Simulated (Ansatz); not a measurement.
This script drives the Ansatz DFT code, driven from Python.

The script, `eos_birh.py`:
```python
'''Equation of state of BiRh.'''

import warnings

import ansatz
from ase.eos import EquationOfState
from ase.units import GPa
import numpy as np

VECTORS = np.array([
    [4.094, 0.0, 0.0],
    [-2.047, 3.545508, 0.0],
    [0.0, 0.0, 5.663],
])
SITES = [
    ('Bi', (1 / 3, 2 / 3, 0.25)),
    ('Bi', (2 / 3, 1 / 3, 0.75)),
    ('Rh', (0.0, 0.0, 0.0)),
    ('Rh', (0.0, 0.0, 0.5)),
]


def on_lattice(cell):
    crystal = ansatz.Crystal(lattice=ansatz.Lattice.of(cell))
    for symbol, position in SITES:
        crystal = crystal.atom(symbol, position)
    return crystal

warnings.simplefilter('ignore', ansatz.DeckWarning)

# uniform scaling of the cell
volumes, energies = [], []
for scale in np.linspace(0.88, 1.12, 7):
    cell = VECTORS * scale ** (1 / 3)
    job = (
        on_lattice(cell).calculation()
        .functional('pbesol')
        .basis(21 * ansatz.Ha)
        .occupations(ansatz.OccupationsMethod.COLD, width=0.05)
        .kpoints(7, 7, 4)
    )
    rep = job.run(threads=1, pin='off').report
    volumes.append(abs(np.linalg.det(cell)) / len(SITES))
    energies.append(rep['free_energy_ev'] / len(SITES))
    print(f'V = {volumes[-1]:8.4f} A^3/atom  F = {energies[-1]:.5f} eV/atom')

eos = EquationOfState(volumes, energies, eos='murnaghan')
v0, e0, bulk = eos.fit()
print(f'V0 = {v0:.4f} A^3/atom, E0 = {e0:.5f} eV/atom, B = {bulk / GPa:.1f} GPa')
```

It is started by `python eos_birh.py`. How long does it take on 1 thread of Arm Neoverse V1, with other jobs on the host, and how much memory does it need?

It took about 38 s, with a peak of 0.49 GiB, for 7 runs of the engine.

```console
$ python eos_birh.py
V =  18.0840 A^3/atom  F = -9290.37340 eV/atom
V =  18.9060 A^3/atom  F = -9290.47061 eV/atom
V =  19.7280 A^3/atom  F = -9290.52257 eV/atom
V =  20.5500 A^3/atom  F = -9290.53914 eV/atom
V =  21.3721 A^3/atom  F = -9290.52816 eV/atom
V =  22.1941 A^3/atom  F = -9290.49675 eV/atom
V =  23.0161 A^3/atom  F = -9290.44911 eV/atom
V0 = 20.6065 A^3/atom, E0 = -9290.53893 eV/atom, B = 128.6 GPa
```

A third-order Birch-Murnaghan fit through the 7 points has its minimum at 20.60 Å³ an atom, 0.3 % above the typed cell, with a bulk modulus of 130 GPa. From that minimum the energy rises by 165.7 meV an atom on the compressed side and 89.9 meV on the expanded side.

Caveats:
- Absolute energies stand on the zero of these potentials, so only differences at equal settings mean something.
- Shape and fractional positions are held along the curve, so the bulk modulus is an upper value where they are free to relax.
- For a metal this k-point mesh is coarse: on a finer one energies can move by several to tens of meV an atom and pressures by half a GPa or more, differences at one mesh by less.
- Spin-orbit coupling, which matters for elements this heavy, is left out.
- The starting cell is as deposited in a crystallographic database; the results hold for this polymorph, which needn't be the stable one.
